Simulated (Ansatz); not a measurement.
# Fe4CuNi3: the cost of one run

All numbers below are computed with Ansatz 0.2.0 (DFT r2SCAN, scalar-relativistic, plane waves, PAW).

**1. Starting point**

The cell holds 16 atoms (Cu2Fe8Ni6): a = 6.168 Å, b = 6.168 Å, c = 6.168 Å, α = 109.47°, β = 109.47°, γ = 109.47°.

The sites of an ideal fcc lattice, at a guessed lattice constant, take 2 Cu, 8 Fe, 6 Ni (sublattices apart by semicolons), with a shake of 0.02 Å. Warren-Cowley parameters of the first shell (negative: unlike neighbours preferred): Cu-Fe -0.08, Cu-Ni +0.00, Fe-Ni -0.03. In a cell this small the draw can fall short of the order aimed at.

As a file:

```cif
data_structure
_symmetry_space_group_name_H-M 'P 1'
_symmetry_Int_Tables_number 1
_cell_length_a 6.1676
_cell_length_b 6.1676
_cell_length_c 6.1676
_cell_angle_alpha 109.471
_cell_angle_beta 109.471
_cell_angle_gamma 109.471
_cell_volume 180.60
loop_
_atom_site_label
_atom_site_type_symbol
_atom_site_fract_x
_atom_site_fract_y
_atom_site_fract_z
_atom_site_occupancy
Fe1 Fe 0.24680 0.00567 0.75376 1
Fe2 Fe 0.51074 0.00948 0.50407 1
Fe3 Fe 0.75677 0.50571 0.74971 1
Fe4 Fe 0.25851 0.25707 0.50505 1
Fe5 Fe 0.00078 0.00076 0.00197 1
Fe6 Fe 0.24701 0.49686 0.24458 1
Fe7 Fe 0.00168 0.75625 0.25134 1
Fe8 Fe 0.25086 0.75354 0.99968 1
Ni1 Ni 0.99731 0.24819 0.74967 1
Ni2 Ni 0.49902 0.74051 0.74877 1
Ni3 Ni 0.99928 0.49729 0.49752 1
Ni4 Ni 0.74763 0.99650 0.24651 1
Ni5 Ni 0.75627 0.75379 0.50489 1
Ni6 Ni 0.50406 0.50431 0.00478 1
Cu1 Cu 0.50223 0.24857 0.24685 1
Cu2 Cu 0.74905 0.24490 0.00328 1
```

**2. Relaxation without symmetry, coarse mesh**

A cheap relaxation: coarse mesh, no symmetry, loose thresholds.

The input, input.yaml:

```yaml
crystal:
  lattice:
    - [-3.56084102, 3.56084102, -3.56084102]
    - [3.56084102, 3.56084102, 3.56084102]
    - [3.56084102, -3.56084102, -3.56084102]
  atoms:
    - { symbol: Fe, position: [0.2467952125, 0.0056740098, 0.7537580282], spin: 4.0 }
    - { symbol: Fe, position: [0.5107446878, 0.0094809775, 0.504065917], spin: 4.0 }
    - { symbol: Fe, position: [0.7567748148, 0.5057129558, 0.7497069295], spin: 4.0 }
    - { symbol: Fe, position: [0.2585075277, 0.2570681505, 0.5050472273], spin: 4.0 }
    - { symbol: Fe, position: [0.0007820016, 0.0007627235, 0.0019651996], spin: 4.0 }
    - { symbol: Fe, position: [0.2470074294, 0.4968559321, 0.2445767007], spin: 4.0 }
    - { symbol: Fe, position: [0.0016805579, 0.7562479046, 0.2513414649], spin: 4.0 }
    - { symbol: Fe, position: [0.250859601, 0.7535431762, 0.9996763852], spin: 4.0 }
    - { symbol: Ni, position: [0.9973055785, 0.2481944595, 0.7496708143], spin: 2.0 }
    - { symbol: Ni, position: [0.4990174549, 0.7405086285, 0.7487670752], spin: 2.0 }
    - { symbol: Ni, position: [0.9992787703, 0.4972906463, 0.4975227994], spin: 2.0 }
    - { symbol: Ni, position: [0.7476263035, 0.9964950307, 0.2465123356], spin: 2.0 }
    - { symbol: Ni, position: [0.756267224, 0.7537888557, 0.5048854183], spin: 2.0 }
    - { symbol: Ni, position: [0.504063252, 0.5043133464, 0.0047788153], spin: 2.0 }
    - { symbol: Cu, position: [0.5022304616, 0.24857394, 0.2468501104] }
    - { symbol: Cu, position: [0.7490462508, 0.2448960172, 0.0032807109] }
  symmetry: { detect: false }
basis:
  ecutwfc: 500
kpoints:
  mp_grid: { grid: [3, 3, 3], shift: [0.0, 0.0, 0.0] }
hamiltonian:
  xc: r2scan
scf:
  occupations: { method: gaussian, width: 0.1 }
  lower_state_search: "off"
output:
  forces: true
  stress: true
  eigenvalues: true
  populations: true
magnetization:
  spin_polarized: true
relax:
  adjacent_minimum: "off"
  f_tol: 0.04
  max_steps: 50
  cell: { stress_tol: 0.3 }
```

Command:

```
$ ansatz run input.yaml --threads 4 --pin off --max-ram 9216MiB --backend cpu --events-out ev --progress --plain --runs-dir out
```

What time and memory should one allow on 4 threads of Intel Xeon 6975P-C (Granite Rapids), shared host?

About 5.2 min, with a peak of 2.2 GiB.
